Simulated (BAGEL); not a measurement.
# BHSeCl2 (SMILES ClB(Cl)[SeH]): RI-MP2/cc-pVDZ (density fitting with qzvpp-jkfit)

Aim: the energy change on altering one bond length of BHSeCl2 at RI-MP2/cc-pVDZ (density fitting with qzvpp-jkfit), from 2 runs. 

The results are computed with BAGEL 1.2.2.

3 further runs of the same task are left out: 1 that didn't finish, 2 set aside as unsound or not needed. Runs told in other sessions of the task aren't counted.

## (1) Starting point

The species is BHSeCl2 (5 atoms), meant as a singlet with charge 0. As SMILES, `ClB(Cl)[SeH]`. Geometry: relaxed at PBE0-D4/def2-TZVP.

Bond lengths: Cl1–B2 1.744 Å, B2–Cl3 1.746 Å, B2–Se4 1.927 Å, Se4–H5 1.468 Å. Angles: Cl1–B2–Cl3 119.8°, Cl1–B2–Se4 122.8°, Cl3–B2–Se4 117.4°, B2–Se4–H5 95.0°.

## (2) The energy at RI-MP2/cc-pVDZ (density fitting with qzvpp-jkfit)

File input.json:

```json
{ "bagel" : [

{
  "title" : "molecule",
  "basis" : "cc-pvdz.json",
  "df_basis" : "qzvpp-jkfit",
  "angstrom" : "true",
  "geometry" : [
    { "atom" : "Cl", "xyz" : [       0.365300,       0.131400,       1.782000 ] },
    { "atom" : "B", "xyz" : [       0.312300,      -0.421300,       0.129200 ] },
    { "atom" : "Cl", "xyz" : [       1.157600,      -1.879500,      -0.325000 ] },
    { "atom" : "Se", "xyz" : [      -0.651400,       0.512100,      -1.253700 ] },
    { "atom" : "H", "xyz" : [      -1.134100,       1.583700,      -0.373900 ] }
  ]
},

{
  "title" : "hf"
},

{
  "title" : "mp2",
  "ncore" : 20
}

]}
```

The basis set cc-pVDZ is read from a file made from the Basis Set Exchange's data (not shown).

Launch:

```console
$ BAGEL_NUM_THREADS=1 BAGEL input.json > input.out
```

What it wrote:

```text
* using 1 threads per process

  ===============================================================
  ===============================================================

  *** Geometry ***

  { "atom" : "Cl", "xyz" : [      0.690317,      0.248310,      3.367492 ] },
  { "atom" : "B", "xyz" : [      0.590161,     -0.796142,      0.244153 ] },
  { "atom" : "Cl", "xyz" : [      2.187547,     -3.551740,     -0.614161 ] },
  { "atom" : "Se", "xyz" : [     -1.230968,      0.967729,     -2.369150 ] },
  { "atom" : "H", "xyz" : [     -2.143138,      2.992759,     -0.706569 ] },

  Number of auxiliary basis functions:      615

  Since a DF basis is specified, we compute 2- and 3-index integrals:
    o Being stored without compression. Storage requirement is 0.033 GB

  Number of basis functions:       82
  Number of electrons      :       74

    * METHOD: MOLECULE                             0.41

  *** RHF ***

  === Nuclear Repulsion ===
   359.6938846929

      * DIIS with orbital gradients will be used.

  === RHF iteration (cc-pvdz.json) ===
      0      -3344.12677714          0.00670687           0.14
      1      -3344.18911879          0.00269971           0.14
      2      -3344.19650782          0.00095272           0.14
      3      -3344.19747931          0.00029647           0.14
      4      -3344.19754539          0.00005451           0.14
      5      -3344.19754990          0.00001775           0.14
      6      -3344.19755038          0.00000495           0.13
      7      -3344.19755041          0.00000137           0.13
      8      -3344.19755042          0.00000039           0.13
      9      -3344.19755042          0.00000015           0.13
     10      -3344.19755042          0.00000005           0.13
     11      -3344.19755042          0.00000002           0.13
     12      -3344.19755042          0.00000001           0.13
    * SCF iteration converged.

    * Permanent dipole moment:
           (    0.241297,    -0.366173,     0.001796) a.u.

    * METHOD: HF                                   2.03

  *** RHF ***

  === Nuclear Repulsion ===
   359.6938846929

      * DIIS with orbital gradients will be used.

  === RHF iteration (cc-pvdz.json) ===
      0      -3344.19755042          0.00000000           0.13
    * SCF iteration converged.

    * Permanent dipole moment:
           (    0.241297,    -0.366173,     0.001796) a.u.

  === DF-MP2 calculation ===

    * freezing 20 orbitals
    * 3-index integral transformation done
    * assembly done

      MP2 correlation energy:   -0.4868422098      0.05

      MP2 total energy:       -3344.6843926260

    * METHOD: MP2                                  0.31

  ===============================================================
```

It took 2.9 s on 1 thread of Arm Neoverse V1, shared host; peak memory 0.16 GiB.

## (3) The distorted shape, same level

File input.json:

```json
{ "bagel": [

{
  "title": "molecule",
  "basis": "cc-pvdz.json",
  "df_basis": "qzvpp-jkfit",
  "angstrom": true,
  "geometry": [
    { "atom": "Cl", "xyz": [    0.509874,   -0.008628,    1.989462 ] },
    { "atom": "B", "xyz": [    0.456874,   -0.561328,    0.336662 ] },
    { "atom": "Cl", "xyz": [    1.302174,   -2.019528,   -0.117538 ] },
    { "atom": "Se", "xyz": [   -0.651400,    0.512100,   -1.253700 ] },
    { "atom": "H", "xyz": [   -1.134100,    1.583700,   -0.373900 ] }
  ]
},
{ "title": "hf" },
{ "title": "mp2", "ncore": 20 }

]}
```

The basis set cc-pVDZ is read from a file made from the Basis Set Exchange's data (not shown).

Launch:

```console
$ BAGEL_NUM_THREADS=1 BAGEL input.json > input.out
```

What it wrote:

```text
* using 1 threads per process

  ===============================================================
  ===============================================================

  *** Geometry ***

  { "atom" : "Cl", "xyz" : [      0.963522,     -0.016305,      3.759538 ] },
  { "atom" : "B", "xyz" : [      0.863367,     -1.060756,      0.636199 ] },
  { "atom" : "Cl", "xyz" : [      2.460752,     -3.816355,     -0.222115 ] },
  { "atom" : "Se", "xyz" : [     -1.230968,      0.967729,     -2.369150 ] },
  { "atom" : "H", "xyz" : [     -2.143138,      2.992759,     -0.706569 ] },

  Number of auxiliary basis functions:      615

  Since a DF basis is specified, we compute 2- and 3-index integrals:
    o Being stored without compression. Storage requirement is 0.033 GB

  Number of basis functions:       82
  Number of electrons      :       74

    * METHOD: MOLECULE                             0.40

  *** RHF ***

  === Nuclear Repulsion ===
   338.7651515017

      * DIIS with orbital gradients will be used.

  === RHF iteration (cc-pvdz.json) ===
      0      -3344.11294921          0.00652429           0.15
      1      -3344.17021703          0.00292664           0.15
      2      -3344.17804951          0.00108159           0.15
      3      -3344.17922864          0.00028135           0.14
      4      -3344.17930917          0.00005106           0.14
      5      -3344.17931364          0.00001741           0.14
      6      -3344.17931414          0.00000520           0.13
      7      -3344.17931418          0.00000155           0.14
      8      -3344.17931419          0.00000048           0.14
      9      -3344.17931419          0.00000018           0.13
     10      -3344.17931419          0.00000006           0.14
     11      -3344.17931419          0.00000002           0.14
     12      -3344.17931419          0.00000001           0.13
    * SCF iteration converged.

    * Permanent dipole moment:
           (    0.049709,    -0.170588,    -0.247067) a.u.

    * METHOD: HF                                   2.11

  *** RHF ***

  === Nuclear Repulsion ===
   338.7651515017

      * DIIS with orbital gradients will be used.

  === RHF iteration (cc-pvdz.json) ===
      0      -3344.17931419          0.00000000           0.13
    * SCF iteration converged.

    * Permanent dipole moment:
           (    0.049710,    -0.170588,    -0.247067) a.u.

  === DF-MP2 calculation ===

    * freezing 20 orbitals
    * 3-index integral transformation done
    * assembly done

      MP2 correlation energy:   -0.4860414438      0.05

      MP2 total energy:       -3344.6653556346

    * METHOD: MP2                                  0.33

  ===============================================================
```

Run time: 3 s. Hardware: 1 thread of Arm Neoverse V1, shared host; peak memory 0.16 GiB.

## (4) Summary of results

At RI-MP2/cc-pVDZ (density fitting with qzvpp-jkfit), 20 core orbitals frozen:

| quantity | value |
| --- | --- |
| first shape: total energy | -3344.68439 Eh |
| first shape: correlation energy (20 core orbitals frozen) | -486.8 mEh |
| distorted shape: total energy | -3344.66536 Eh |
| distorted shape: correlation energy (20 core orbitals frozen) | -486.0 mEh |
| energy change with the B2–Se4 bond stretched from 1.927 to 2.216 Å | 0.518 eV |

With the B2–Se4 bond stretched from 1.927 to 2.216 Å the energy rises by 0.52 eV (11.9 kcal/mol). The first shape isn't relaxed at this level, so the change isn't measured from a minimum.
